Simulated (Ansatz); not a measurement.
**BH₆NSeSi: a ladder of functionals and wavefunction methods**

Aim: compute BH₆NSeSi with functionals from several rungs and with coupled cluster. The yardstick is the atomisation energy at the CCSD(T) limit.

Computed with Ansatz 0.2.0, Gaussian basis. Level: functionals in def2-TZVPP, the program's frozen cores in correlated methods.

The runs, in order: PBE-D4, r2SCAN-D4, PBE0-D4, B3LYP-D4, ωB97X-V, ωB97M-V, B2PLYP; CCSD(T)/def2-TZVPP; MP2/def2-QZVPP; extrapolation to the limit.

### Step 1. Structure used throughout

The geometry comes from an earlier relaxation with PBE0-D4 in a triple-zeta def2 set; it is a stationary point, not always the lowest conformer.

SMILES `[SiH3]NB[SeH]`, 10 atoms, charge 0, spin multiplicity 1.

Atoms are counted from 1 here; the program's logs count them from 0.

Bond lengths: Si1–N2 1.744 Å, Si1–H5 1.487 Å, Si1–H6 1.480 Å, Si1–H7 1.487 Å, N2–B3 1.401 Å, N2–H8 1.011 Å, B3–Se4 1.946 Å, B3–H9 1.195 Å, Se4–H10 1.471 Å. Angles: N2–Si1–H5 110.4°, N2–Si1–H6 107.5°, N2–Si1–H7 110.4°, H5–Si1–H6 110.4°, H5–Si1–H7 107.8°, H6–Si1–H7 110.4°, Si1–N2–B3 125.8°, Si1–N2–H8 116.7°, B3–N2–H8 117.5°, N2–B3–Se4 125.1°, N2–B3–H9 120.4°, Se4–B3–H9 114.5°, B3–Se4–H10 97.2°.

### Step 2. PBE-D4 (GGA)

in.yaml

```yaml
crystal:
  periodic: [false, false, false]
  atoms:
    - {symbol: Si, position_ang: [-0.706075, 1.365809, 0.607463]}
    - {symbol: N, position_ang: [0.279048, 0.141191, -0.148438]}
    - {symbol: B, position_ang: [0.016504, -1.235077, -0.153141]}
    - {symbol: Se, position_ang: [1.131992, -2.583359, -1.005368]}
    - {symbol: H, position_ang: [-1.173470, 2.351183, -0.402987]}
    - {symbol: H, position_ang: [-1.860170, 0.683290, 1.233895]}
    - {symbol: H, position_ang: [0.078812, 2.102798, 1.632746]}
    - {symbol: H, position_ang: [1.112057, 0.459073, -0.624870]}
    - {symbol: H, position_ang: [-0.953560, -1.667314, 0.394020]}
    - {symbol: H, position_ang: [2.157863, -1.668795, -1.530321]}
basis:
  gaussian: {orbitals: def2-TZVPP}
hamiltonian: {xc: pbe, dispersion: d4}
output: {forces: true, orbitals: {seedname: orbitals}}
```

Run with:

```console
$ ansatz run in.yaml --threads 4 --pin off --events-out ev --progress --plain --max-ram 10444MiB
```

After this run come: r2SCAN-D4 (meta-GGA); PBE0-D4 (hybrid); B3LYP-D4 (hybrid); ωB97X-V (range-separated); ωB97M-V (range-separated); B2PLYP (double hybrid); CCSD(T) in def2-TZVPP; MP2 in def2-QZVPP.

**Question.** What will the summary of the whole plan be? Wanted: atomisation energy, CCSD(T)/CBS; farthest; mean size of error, hybrid; mean size of error, range-separated; gap, smallest and largest; T1 diagnostic; triples share of the correlation energy.

**Answer**, as computed:

| quantity | value |
| --- | --- |
| atomisation energy, CCSD(T)/CBS | 34.183 eV |
| functionals within 0.342 eV (1.0 %) | PBE-D4, r2SCAN-D4, PBE0-D4, B3LYP-D4, ωB97X-V, ωB97M-V |
| farthest | B2PLYP (-0.357 eV) |
| mean size of error, hybrid | 0.143 eV |
| mean size of error, range-separated | 0.128 eV |
| gap, smallest and largest | 4.94 eV (PBE-D4), 11.36 eV (ωB97X-V) |
| T1 diagnostic | 0.0113 |
| triples share of the correlation energy | 3.7 % |

**Reading.** PBE-D4 misses by +0.228 eV. Double hybrids carry the basis error of their MP2 part in triple zeta, and no dispersion term here, so their miss is partly the set-up's. The reference freezes the cores and leaves out relativity and excitations past (T), and its outer-core shells are covered unevenly, so misses under about 0.342 eV can't be ranked. All levels share the lack of spin-orbit coupling, which lowers the free heavy atoms and so the true binding. Hartree-Fock recovers 74 % of the binding; the rest is correlation. The gap grows from 4.9 to 11.4 eV across the functionals, mostly with the share of exact exchange. Correlated methods include outer-core shells of Se, which these sets cover unevenly.
